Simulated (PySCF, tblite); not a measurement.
# C₆H₁₃B₂N: geometry, infrared bands and NMR shifts

What infrared bands and NMR shifts should C₆H₁₃B₂N (`BN(CCC)B(C)C#C`) show?

Programs: tblite 0.8.0 and PySCF 2.14.0, with density-fitted response routines of our own. Each step states its level of theory. These are calculated values for one molecule in the gas phase, unless marked as measured. Atoms count from 0, in the outputs and in this text.

### 1 Starting geometry

22 atoms, charge 0, multiplicity 1; geometry from: force field or distance geometry start.

Bonds of the start (Å): B0–N1 1.53, N1–C2 1.43, C2–C3 1.51, C3–C4 1.52, N1–B5 1.52, B5–C6 1.60, B5–C7 1.56, C7–C8 1.20, B0–H9 1.17, B0–H10 1.18, C2–H11 1.11, C2–H12 1.13, C3–H13 1.11, C3–H14 1.10, C4–H15 1.10, C4–H16 1.13, C4–H17 1.10, C6–H18 1.12, C6–H19 1.12, C6–H20 1.11, C8–H21 1.06.

### 2 Geometry optimisation with GFN2-xTB

What the job is given:

```
{"job": {"kind": "relax", "xc": "GFN2-xTB", "basis": "xTB"}, "charge": 0, "multiplicity": 1}
B      0.828400    -0.336300    -2.055600
N      0.136400    -0.769200    -0.764600
C     -0.926400     0.161800    -0.551900
C     -1.750000    -0.082300     0.685200
C     -2.847900     0.957400     0.800100
B      1.209500    -0.689300     0.309600
C      2.326200    -1.840800     0.290800
C      1.740200     0.721800     0.726600
C      2.123300     1.812500     1.036400
H      1.106300    -1.156900    -2.837000
H      0.633400     0.768200    -2.436300
H     -0.544000     1.204100    -0.453800
H     -1.641400     0.201100    -1.425700
H     -2.269300    -1.059900     0.588500
H     -1.133800    -0.112200     1.599800
H     -2.482900     1.821800     1.383000
H     -3.002800     1.339900    -0.249300
H     -3.802000     0.556900     1.178900
H      2.962100    -1.745800    -0.623200
H      3.011300    -1.668100     1.154500
H      1.873400    -2.849600     0.321900
H      2.439500     2.784200     1.321200
```

Run with:

```
OMP_NUM_THREADS=1 python probes_run.py task.json out
```

This one command runs all jobs of the session in turn.

**Question.** This job is followed by: GFN2-xTB harmonic vibrations, gas phase; GIAO PBE0/pcSseg-1 NMR shielding, non-relativistic, gas phase. Predict these results of the whole session: strongest single infrared mode (GFN2-xTB); zero-point energy (GFN2-xTB); ¹³C shifts against TMS (PBE0/pcSseg-1); ¹H shifts against TMS (PBE0/pcSseg-1, means over atoms taken as alike); ¹¹B shifts against BF3·OEt2 (PBE0/pcSseg-1); ¹⁵N shifts against NH3 (PBE0/pcSseg-1).

The runs gave:

| quantity | value |
| --- | --- |
| strongest single infrared mode (GFN2-xTB) | 1376 cm⁻¹, 452 km/mol |
| zero-point energy (GFN2-xTB) | 113.6 kcal/mol |
| ¹³C shifts against TMS (PBE0/pcSseg-1) | 114.6, 96.6, 64.1, 34.7, 13.6, 9.2 ppm |
| ¹H shifts against TMS (PBE0/pcSseg-1, means over atoms taken as alike) | 5.53, 3.76, 3.34, 1.70, 1.00, 0.83 ppm |
| ¹¹B shifts against BF3·OEt2 (PBE0/pcSseg-1) | 49.2, 45.5 ppm |
| ¹⁵N shifts against NH3 (PBE0/pcSseg-1) | 212.0 ppm |

Relaxing lowered the energy by 2.121 eV in 170 steps; the close pair that moved most is B0–N1, from 1.527 to 1.407 Å. All 60 modes are real, so the xTB geometry is a minimum. The strongest single mode, at 1376 cm⁻¹, is carried by N1, B0, B5. Unscaled tight-binding wavenumbers are off by several per cent, some by more. Its intensities can rank the bands wrongly. At PBE0/pcSseg-1: The widest tensor belongs to N1: span 348 ppm, with a paramagnetic part of -270 ppm.
